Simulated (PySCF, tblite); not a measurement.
# C₃H₈Cl₂OSi₂: geometry, infrared bands and NMR shifts

Wanted: the infrared bands and NMR shifts of C₃H₈Cl₂OSi₂ (`ClC[Si@@H]1OC[C@@H](Cl)[SiH2]1`), by calculation.

Computed with tblite 0.8.0 and PySCF 2.14.0, with density-fitted response routines of our own, on a single molecule in the gas phase. Atoms are numbered from 0 throughout.

## (1) The molecule as given

16 atoms, charge 0, multiplicity 1; geometry from: force field or distance geometry start.

Bonds of the start (Å): Cl0–C1 1.81, C1–Si2 1.83, Si2–O3 1.75, O3–C4 1.39, C4–C5 1.50, C5–Cl6 1.78, C5–Si7 1.90, Si7–Si2 2.27, C1–H8 1.10, C1–H9 1.11, Si2–H10 1.45, C4–H11 1.13, C4–H12 1.10, C5–H13 1.10, Si7–H14 1.45, Si7–H15 1.46.

## (2) Optimising the geometry with GFN2-xTB

Job settings and geometry (Å):

```
{"job": {"kind": "relax", "xc": "GFN2-xTB", "basis": "xTB"}, "charge": 0, "multiplicity": 1}
Cl     3.766500    -1.063200     0.340900
C      2.548200     0.105800    -0.303500
Si     0.900700    -0.576000     0.097900
O     -0.149800    -0.685800    -1.295400
C     -1.442700    -0.755500    -0.799900
C     -1.832600     0.566000    -0.199800
Cl    -3.310800     0.288600     0.756300
Si    -0.468800     0.947300     1.066400
H      2.782400     1.080200     0.158900
H      2.750400     0.153700    -1.389300
H      0.874800    -1.779800     0.904100
H     -2.157400    -0.927800    -1.652100
H     -1.494000    -1.603000    -0.098400
H     -1.943800     1.378600    -0.929600
H      0.014800     2.309200     0.907700
H     -0.845500     0.570700     2.424200
```

Command:

```console
$ OMP_NUM_THREADS=1 python probes_run.py task.json out
```

One launch serves the whole session: the jobs run in the order shown.

**Question.** This job is followed by: GFN2-xTB harmonic vibrations, gas phase; GIAO PBE0/pcSseg-1 NMR shielding, non-relativistic, gas phase. What will the session give for the following? strongest single infrared mode (GFN2-xTB); zero-point energy (GFN2-xTB); 13C shifts against TMS (PBE0/pcSseg-1); 1H shifts against TMS (PBE0/pcSseg-1); 35Cl shifts against HCl (PBE0/pcSseg-1); 29Si shifts against TMS (PBE0/pcSseg-1); 17O shifts against H2O (PBE0/pcSseg-1).

**Answer**, as computed:

| quantity | value |
| --- | --- |
| strongest single infrared mode (GFN2-xTB) | 573 cm⁻¹, 352 km/mol |
| zero-point energy (GFN2-xTB) | 64.4 kcal/mol |
| 13C shifts against TMS (PBE0/pcSseg-1) | 73.6, 47.4, 30.0 ppm |
| 1H shifts against TMS (PBE0/pcSseg-1) | 5.16, 4.56, 4.10, 3.90, 3.56, 3.55, 3.36, 3.00 ppm |
| 35Cl shifts against HCl (PBE0/pcSseg-1) | 88, -26 ppm |
| 29Si shifts against TMS (PBE0/pcSseg-1) | -2.7, -61.8 ppm |
| 17O shifts against H2O (PBE0/pcSseg-1) | 64.2 ppm |

**Reading.** Relaxing lowered the energy by 0.826 eV in 112 steps; the close pair that moved most is Si2–O3, from 1.748 to 1.639 Å. No mode is imaginary among the 42: a minimum at this level. The strongest single mode, at 573 cm⁻¹, moves mainly H10. Unscaled tight-binding wavenumbers are off by several per cent, some by more. Its intensities can rank the bands wrongly. C4 (sp3 CH2 bonded to O) lies farthest downfield among carbon, at 73.6 ppm; deshielded by the electronegative neighbour. At PBE0/pcSseg-1: The widest tensor belongs to Cl6: span 355 ppm, with a paramagnetic part of -283 ppm.
